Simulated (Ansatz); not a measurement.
The system is Te4Pt3.

```xyz
7
Lattice="1.9940 1.1512 11.7967 -1.9940 1.1512 11.7967 0.0000 -2.3025 11.7967" Properties=species:S:1:pos:R:3 pbc="T T T"
Pt    0.0000    0.0000   30.2231
Pt    0.0000    0.0000    5.1669
Pt    0.0000    0.0000    0.0000
Te    0.0000    0.0000   24.9500
Te    0.0000    0.0000   10.4401
Te    0.0000    0.0000   19.7122
Te    0.0000    0.0000   15.6778
```

```yaml
Program: Ansatz 0.2.0
Task: relaxation of cell and atoms
Functional: PBEsol
Potentials_or_basis: Ansatz PAW
Cutoff: "420 eV (not typed: the program's choice for these potentials)"
k_mesh: 8 × 8 × 8
Occupations: fermi-dirac, width 0.05 eV
Spin: no spin polarisation
```

At the start: volume 23.21 Å³/atom.

Question: Where does the relaxation end?

Answer: It ends after 6 steps and the volume is 23.16 Å³/atom (-0.2 %); space group R-3m (No. 166, to 0.05 Å).

Step by step:
```csv
step,energy change (eV),largest force (eV/Å),volume (Å³)
1,0.0000,0.6342,162.48
2,-0.0515,0.0782,161.82
3,-0.0522,0.0310,162.26
4,-0.0523,0.0093,162.13
5,-0.0523,0.0015,162.11
6,-0.0523,0.0015,162.11
```

Final structure:
```
Pt Te
1.0
     1.99764    1.15334   11.72679
    -1.99764    1.15334   11.72679
     0.00000   -2.30668   11.72679
Pt Te
3 4
Cartesian
  0.0000 0.0000 30.0330
  0.0000 0.0000 5.1474
  0.0000 0.0000 0.0000
  0.0000 0.0000 24.8209
  0.0000 0.0000 10.3595
  0.0000 0.0000 19.5202
  0.0000 0.0000 15.6602
```

Caveat: the plane-wave basis is chosen anew once the cell has moved, so the energies of steps on either side of that aren't comparable; the PAW data sets come from PBE, with cores solved anew for the run's functional, which leaves a small shift of forces and pressure.
